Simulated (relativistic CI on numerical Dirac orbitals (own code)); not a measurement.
**Nb⁴⁺ (4d) in crystal fields: levels and magnetism**

Aim: the levels, ground state and powder susceptibility of Nb⁴⁺ in 6 parametric crystal fields.

Method: Dirac-Coulomb-Breit CI, KLI orbitals optimised for each configuration, model QED (radiative potential, 1s self-energy scaled to tabulated hydrogen-like ionisation energies), one configuration in a parametric crystal field. Code: relativistic CI on numerical Dirac orbitals (own code) version 1.

## (1) What is computed

```
ion            : Nb⁴⁺ (Nb V)
nuclear charge : 41
electrons      : 37
open shell     : 4d
Slater scale   : 1
field 1 (cm⁻¹) : Td, 10Dq = -10800
field 2 (cm⁻¹) : Oh, 10Dq = 12100
field 3 (cm⁻¹) : Oh, 10Dq = 25750
field 4 (cm⁻¹) : D4h, 10Dq = 33550, Ds = -950, Dt = 1120
field 5 (cm⁻¹) : Td, 10Dq = -8100
field 6 (cm⁻¹) : D3d, 10Dq = 53850, Dsigma = 340, Dtau = -230
```

Outer shells as boxes (Hund's rule):

[Kr] 4d1
```
[Kr] core
4d [↑ ][  ][  ][  ][  ]
```

## (2) Field 1: Td, 10Dq = -10800

Settings, as recorded:

```ini
atom Nb  Z=41  charge=4  electrons=37
nucleus A=93  rms_radius_fm=4.3240
hamiltonian dirac-coulomb  breit=on  qed=on  c_scale=1
orbitals kli  potential=per-configuration
slater_scale 1
correlation none
mixing on
configurations
  [Kr] 4d
end
crystal_field Td 10Dq=-10800
```

## (3) Field 2: Oh, 10Dq = 12100

Settings: those of step 2 with these lines changed.

```diff
@@ -10,2 +10,2 @@
 end
-crystal_field Td 10Dq=-10800
+crystal_field Oh 10Dq=12100
```

## (4) Field 3: Oh, 10Dq = 25750

Settings: those of step 3 with these lines changed.

```diff
@@ -10,2 +10,2 @@
 end
-crystal_field Oh 10Dq=12100
+crystal_field Oh 10Dq=25750
```

## (5) Field 4: D4h, 10Dq = 33550, Ds = -950, Dt = 1120

Settings: those of step 4 with these lines changed.

```diff
@@ -10,2 +10,2 @@
 end
-crystal_field Oh 10Dq=25750
+crystal_field D4h 10Dq=33550 Ds=-950 Dt=1120
```

## (6) Field 5: Td, 10Dq = -8100

Settings: those of step 5 with these lines changed.

```diff
@@ -10,2 +10,2 @@
 end
-crystal_field D4h 10Dq=33550 Ds=-950 Dt=1120
+crystal_field Td 10Dq=-8100
```

## (7) Field 6: D3d, 10Dq = 53850, Dsigma = 340, Dtau = -230

Settings: those of step 6 with these lines changed.

```diff
@@ -10,2 +10,2 @@
 end
-crystal_field Td 10Dq=-8100
+crystal_field D3d 10Dq=53850 Dsigma=340 Dtau=-230
```

(Steps that only read results are left out.)

**Question.** What will these runs give? Wanted: ground spin; most axial ground doublet.

As calculated:

| field | ground state | degeneracy | S | J | first gap (cm⁻¹) | stabilisation (cm⁻¹) | χT at 2 K | χT at 300 K |
| --- | --- | --- | --- | --- | --- | --- | --- | --- |
| 1: Td | G8 | 4 | 0.50 | 2.07 | 10590 | -5508 | 0.286 | 0.315 |
| 2: Oh | G8 | 4 | 0.50 | 1.88 | 1098 | -4204 | 0.010 | 0.150 |
| 3: Oh | G8 | 4 | 0.50 | 1.92 | 1068 | -9634 | 0.003 | 0.148 |
| 4: D4h | G7 | 2 | 0.50 | 2.10 | 8115 | -15443 | 0.314 | 0.332 |
| 5: Td | G8 | 4 | 0.50 | 2.04 | 7937 | -3912 | 0.261 | 0.298 |
| 6: D3d | G56 | 2 | 0.50 | 1.94 | 245 | -20674 | 0.001 | 0.161 |

χT is in cm³ K/mol; stabilisation counts from the free ion's lowest level; S and J come from the expectation values of their squares.

| quantity | value |
| --- | --- |
| ground spin (effective S from ⟨S²⟩) | 1: 0.50, 2: 0.50, 3: 0.50, 4: 0.50, 5: 0.50, 6: 0.50 |
| χT at 300 K | 0.15 to 0.33 cm³ K/mol |
| most axial ground doublet | field 6, g = 0.00, 0.00, 0.09 |

What this shows: All fields leave the ground state at S = 1/2. The lowest doublet of field 6 is strongly axial. The field is a set of parameters, without covalency or charge transfer.
